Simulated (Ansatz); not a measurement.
**C₄H₁₀Si: one species, many methods**

Aim: compute C₄H₁₀Si with functionals from several rungs and with coupled cluster. The yardstick is the atomisation energy at the CCSD(T) limit.

The runs use Ansatz 0.2.0, Gaussian basis; functionals in def2-TZVPP, the program's frozen cores in correlated methods.

Plan: LDA (SPW92), PBE-D4, revPBE-D4, BLYP-D4, r2SCAN-D4, B97M-V, PBE0-D4, B3LYP-D4, r2SCANh-D4, r2SCAN0-D4, HSE06-D4, BHLYP-D4, CAM-B3LYP-D4, LC-ωPBE, ωB97X-V, ωB97M-V, B2PLYP, PBE-QIDH; CCSD(T)/def2-SVP; CCSD(T)/def2-TZVPP; MP2/def2-QZVPP; extrapolation to the limit; RPA on PBE.

## Step 1: The relaxed structure

All runs share one geometry, relaxed beforehand with PBE0-D4 in a triple-zeta def2 set.

SMILES `CC[Si]CC`, 15 atoms, charge 0, spin multiplicity 1.

Atoms are counted from 1 here; the program's logs count them from 0.

Bond lengths: C1–C2 1.537 Å, C1–H6 1.096 Å, C1–H7 1.093 Å, C1–H8 1.093 Å, C2–Si3 1.904 Å, C2–H9 1.093 Å, C2–H10 1.094 Å, Si3–C4 1.906 Å, C4–C5 1.522 Å, C4–H11 1.096 Å, C4–H12 1.106 Å, C5–H13 1.093 Å, C5–H14 1.094 Å, C5–H15 1.092 Å. Angles: C2–C1–H6 112.0°, C2–C1–H7 111.4°, C2–C1–H8 111.7°, H6–C1–H7 106.7°, H6–C1–H8 107.2°, H7–C1–H8 107.5°, C1–C2–Si3 105.9°, C1–C2–H9 109.5°, C1–C2–H10 110.1°, Si3–C2–H9 110.0°, Si3–C2–H10 113.7°, H9–C2–H10 107.6°, C2–Si3–C4 101.1°, Si3–C4–C5 122.1°, Si3–C4–H11 107.2°, Si3–C4–H12 101.1°, C5–C4–H11 111.0°, C5–C4–H12 110.3° and more.

Coordinates:

```xyz
15
charge 0, multiplicity 1
C    -0.56547    0.47570    1.78900
C     0.85725    0.39322    1.21358
Si    1.01832   -1.35163    0.46893
C     0.02632   -1.15316   -1.14590
C    -0.11370    0.18933   -1.84999
H    -0.78987   -0.36839    2.45132
H    -0.70511    1.38459    2.37962
H    -1.32129    0.47750    0.99945
H     1.58479    0.52370    2.01939
H     1.01759    1.19735    0.48891
H     0.37911   -1.92584   -1.83925
H    -0.96617   -1.52902   -0.83335
H     0.85881    0.57726   -2.16462
H    -0.73660    0.11558   -2.74605
H    -0.56579    0.94301   -1.20173
```

## Step 2: LDA

This LDA is Slater exchange with PW92 correlation.

in.yaml reads:

```yaml
crystal:
  periodic: [false, false, false]
  atoms:
    - {symbol: C, position_ang: [-0.565472, 0.475698, 1.788997]}
    - {symbol: C, position_ang: [0.857254, 0.393223, 1.213577]}
    - {symbol: Si, position_ang: [1.018322, -1.351630, 0.468931]}
    - {symbol: C, position_ang: [0.026324, -1.153160, -1.145900]}
    - {symbol: C, position_ang: [-0.113696, 0.189333, -1.849990]}
    - {symbol: H, position_ang: [-0.789867, -0.368392, 2.451319]}
    - {symbol: H, position_ang: [-0.705108, 1.384591, 2.379618]}
    - {symbol: H, position_ang: [-1.321292, 0.477501, 0.999447]}
    - {symbol: H, position_ang: [1.584786, 0.523702, 2.019388]}
    - {symbol: H, position_ang: [1.017586, 1.197345, 0.488906]}
    - {symbol: H, position_ang: [0.379111, -1.925841, -1.839247]}
    - {symbol: H, position_ang: [-0.966167, -1.529021, -0.833355]}
    - {symbol: H, position_ang: [0.858807, 0.577260, -2.164618]}
    - {symbol: H, position_ang: [-0.736602, 0.115578, -2.746049]}
    - {symbol: H, position_ang: [-0.565787, 0.943012, -1.201727]}
basis:
  gaussian: {orbitals: def2-TZVPP}
hamiltonian: {xc: lda}
output: {orbitals: {seedname: orbitals}}
```

The runs that follow: PBE-D4 (GGA); revPBE-D4 (GGA); BLYP-D4 (GGA); r2SCAN-D4 (meta-GGA); B97M-V (meta-GGA); PBE0-D4 (hybrid); B3LYP-D4 (hybrid); r2SCANh-D4 (hybrid); r2SCAN0-D4 (hybrid); HSE06-D4 (hybrid); BHLYP-D4 (hybrid); CAM-B3LYP-D4 (range-separated); LC-ωPBE-D4 (range-separated); ωB97X-V (range-separated); ωB97M-V (range-separated); B2PLYP (double hybrid); PBE-QIDH (double hybrid); CCSD(T) in def2-SVP; CCSD(T) in def2-TZVPP; MP2 in def2-QZVPP; RPA on PBE orbitals.

Before running them: what should the planned runs give, taken together? Wanted: atomisation energy, CCSD(T)/CBS; farthest beyond LDA; mean size of error, GGA; mean size of error, meta-GGA; mean size of error, hybrid; mean size of error, range-separated; mean size of error, double hybrid; gap, smallest and largest; T1 diagnostic.

The runs gave:

| quantity | value |
| --- | --- |
| atomisation energy, CCSD(T)/CBS | 1346.2 kcal/mol |
| functionals within 6.7 kcal/mol (0.5 %) | revPBE-D4, BLYP-D4, r2SCAN-D4, B97M-V, PBE0-D4, B3LYP-D4, r2SCANh-D4, CAM-B3LYP-D4, LC-ωPBE, ωB97X-V, ωB97M-V, PBE-QIDH |
| farthest beyond LDA | BHLYP-D4 (-25.4 kcal/mol) |
| mean size of error, GGA | 10.6 kcal/mol |
| mean size of error, meta-GGA | 2.4 kcal/mol |
| mean size of error, hybrid | 9.1 kcal/mol |
| mean size of error, range-separated | 4.7 kcal/mol |
| mean size of error, double hybrid | 9.0 kcal/mol |
| gap, smallest and largest | 1.81 eV (LDA (SPW92)), 8.53 eV (LC-ωPBE) |
| T1 diagnostic | 0.0111 |
| triples share of the correlation energy | 3.9 % |

**Reading.** The LDA atomisation energy is off by 172.9 kcal/mol (13 %): it overbinds. PBE-D4 misses by +20.1 kcal/mol. Double hybrids carry the basis error of their MP2 part in triple zeta, and no dispersion term here, so their miss is partly the set-up's. The rungs meta-GGA, range-separated miss on average by less than the doubt on the reference (6.7 kcal/mol), so they tie. The reference freezes the cores and leaves out relativity and excitations past (T), so misses under about 6.7 kcal/mol can't be ranked. Hartree-Fock recovers 75 % of the binding; the rest is correlation. CCSD(T) in def2-SVP is off by -57.2 kcal/mol, so the small basis spoils what the method gains. The gap grows from 1.8 to 8.5 eV across the functionals, mostly with the share of exact exchange. The restricted reference is unstable towards a spin-broken one.
